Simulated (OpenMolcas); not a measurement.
**Os²⁺ among point charges: CASSCF and CASPT2 levels and susceptibility**

How does a field of 6 point charges split the states of Os²⁺, and what χT follows?

Program: OpenMolcas 26.06. Level of theory: state-averaged CASSCF and CASPT2, spin-orbit coupling by RASSI with atomic mean-field integrals. These are calculated values, not measurements, unless marked.

### 1 The atom as given

* Species: Os²⁺ (osmium, Z = 76, 74 electrons)
* Basis: ANO-RCC-VDZP [7s6p4d2f1g], 68 functions
* Scalar Hamiltonian: DKH2, point nucleus
* Inactive shells: 1s 2s 2p 3s 3p 3d 4s 4p 4d 4f 5s 5p
* Active space: 6 electrons in 5 orbitals (5d)
* Some configurations of this space: 5d6
* Orbitals: optimised for each spin and parity, averaged over all roots

The outer shells:

5d6
```
5d [↑↓][↑ ][↑ ][↑ ][↑ ]
```

The ion sits among 6 point charges of -0.8 e arranged as a tetragonal octahedron (D4h), 1.84 Å from the ion, with the axial distance 1.969 Å.

The work runs as a chain of OpenMolcas steps in one folder; each step below is one input file. Labels, J, g values, rates, χT and fits are worked out afterwards by a script from the matrices that RASSI stores. The input lists half of the charges; inversion (Group=XYZ) makes the rest.

### 2 GATEWAY and SEWARD: basis and integrals

Input file a.inp:

```
&GATEWAY
Coord
1

Os 0.0 0.0 0.0
Basis=ANO-RCC-VDZP
Group=XYZ
NoMove
AngMom=0.0 0.0 0.0
AMFI
XField
3 Angstrom 0
1.840000 0.000000 0.000000 -0.800000
0.000000 1.840000 0.000000 -0.800000
0.000000 0.000000 1.968800 -0.800000
&SEWARD
```

Command:

```console
> OMP_NUM_THREADS=1 MOLCAS_MEM=1689 MOLCAS_PROJECT=a pymolcas a.inp > a.log
```

### 3 Reference wave functions, quintets of even parity, 5 roots

Input file a.inp:

```
&RASSCF
FileOrb=start.orb
Symmetry=1
Spin=5
nActEl=6 0 0
Inactive=15 19
Ras2=5 0
CIRoot=5 5 1
SDav=5
CIMx=300
Iter=120 100
PrWF=0.3
OrbListing=Nothing
MaxOrb=0
>>> COPY $Project.JobIph JOB001
```

start.orb holds the contracted functions of the basis, ordered by shell, or the orbitals of the step before.

### 4 Reference wave functions, triplets of even parity, 45 roots

Input file a.inp:

```
&RASSCF
FileOrb=start.orb
Symmetry=1
Spin=3
nActEl=6 0 0
Inactive=15 19
Ras2=5 0
CIRoot=45 45 1
SDav=45
CIMx=300
Iter=120 100
PrWF=0.3
OrbListing=Nothing
MaxOrb=0
>>> COPY $Project.JobIph JOB002
```

### 5 CASSCF: singlets of even parity, 50 roots

Input file a.inp:

```
&RASSCF
FileOrb=start.orb
Symmetry=1
Spin=1
nActEl=6 0 0
Inactive=15 19
Ras2=5 0
CIRoot=50 50 1
SDav=50
CIMx=300
Iter=120 100
PrWF=0.3
OrbListing=Nothing
MaxOrb=0
>>> COPY $Project.JobIph JOB003
```

### 6 State interaction with spin-orbit coupling

Input file a.inp:

```
&RASSI
NrOfJobIphs=3 5 45 50
1 2 3 4 5
1 2 3 4 5 6 7 8 9 10 11 12 13 14 15 16 17 18 19 20 21 22 23 24 25 26 27
28 29 30 31 32 33 34 35 36 37 38 39 40 41 42 43 44 45
1 2 3 4 5 6 7 8 9 10 11 12 13 14 15 16 17 18 19 20 21 22 23 24 25 26 27
28 29 30 31 32 33 34 35 36 37 38 39 40 41 42 43 44 45 46 47 48 49 50
IphNames
JOB001
JOB002
JOB003
EJob
SpinOrbit
DIPRint=1.0
SOCoupling=1000.0
Subsets=2
Property=9
'ANGMOM' 1 'ANGMOM' 2 'ANGMOM' 3 'MLTPL  1' 1 'MLTPL  1' 2 'MLTPL  1' 3
'AMFI' 1 'AMFI' 2 'AMFI' 3
SOProperty=3
'ANGMOM' 1 'ANGMOM' 2 'ANGMOM' 3
```

### 7 CASPT2: IPEA 0.25, imaginary shift 0.1 (closed shells correlated: 5s 5p)

Input file a.inp:

```
>>> COPY JOB001 $Project.JobIph
&CASPT2
Multistate=5 1 2 3 4 5
NoMult
Frozen=14 16
IPEA=0.25
Imaginary=0.1
MaxIter=60
WThr=0.0 0.3 0.05
PrWF=0.5
NoMix
>>> COPY JOB002 $Project.JobIph
&CASPT2
Multistate=45 1 2 3 4 5 6 7 8 9 10 11 12 13 14 15 16 17 18 19 20 21 22
23 24 25 26 27 28 29 30 31 32 33 34 35 36 37 38 39 40 41 42 43 44 45
NoMult
Frozen=14 16
IPEA=0.25
Imaginary=0.1
MaxIter=60
WThr=0.0 0.3 0.05
PrWF=0.5
NoMix
>>> COPY JOB003 $Project.JobIph
&CASPT2
Multistate=50 1 2 3 4 5 6 7 8 9 10 11 12 13 14 15 16 17 18 19 20 21 22
23 24 25 26 27 28 29 30 31 32 33 34 35 36 37 38 39 40 41 42 43 44 45 46
47 48 49 50
NoMult
Frozen=14 16
IPEA=0.25
Imaginary=0.1
MaxIter=60
WThr=0.0 0.3 0.05
PrWF=0.5
NoMix
```

(Steps that only read results are left out.)

Before running it: what results should come out? Wanted: spin-free ground state; first state of the same spin within the active space; lowest level; next level.

As calculated:

| quantity | value |
| --- | --- |
| method | SS-CASPT2, IPEA 0.25, imaginary shift 0.1 (closed shells correlated: 5s 5p) |
| spin-free ground state | 5E, 2-fold in its orbital part |
| first state of the same spin within the active space | 5B2 at 732 cm⁻¹ |
| lowest level | 1-fold B1 |
| next level | 92.9 cm⁻¹ |
| χT at 300 K | 2.71 cm³ K/mol |
| effective moment at 300 K | 4.66 μB |

Cost by method:

```tsv
method	time of its own steps	time with the reference
A. CASSCF	24 s	24 s
B. SS-CASPT2, IPEA 0.25, imaginary shift 0.1, +5s 5p	9.2 s	33 s
```

Times are of one thread on a shared host.

The spin-free ground state (5E) comes to 100 % from free-ion D terms and keeps the highest spin of the shell. χT at 300 K is 2.71, against 3.01 cm³ K/mol for the spin alone, so spin-orbit coupling lowers it. An active space of the d shell alone favours high spin; real ions in strong fields can be low spin. The field of point charges can differ much from that of real complexes. With metal d orbitals alone active, the gaps between spin states are rough; where two lie within a few thousand cm-1, their order is open. Point charges carry no covalency, so the field is a model and not that of real ligands.
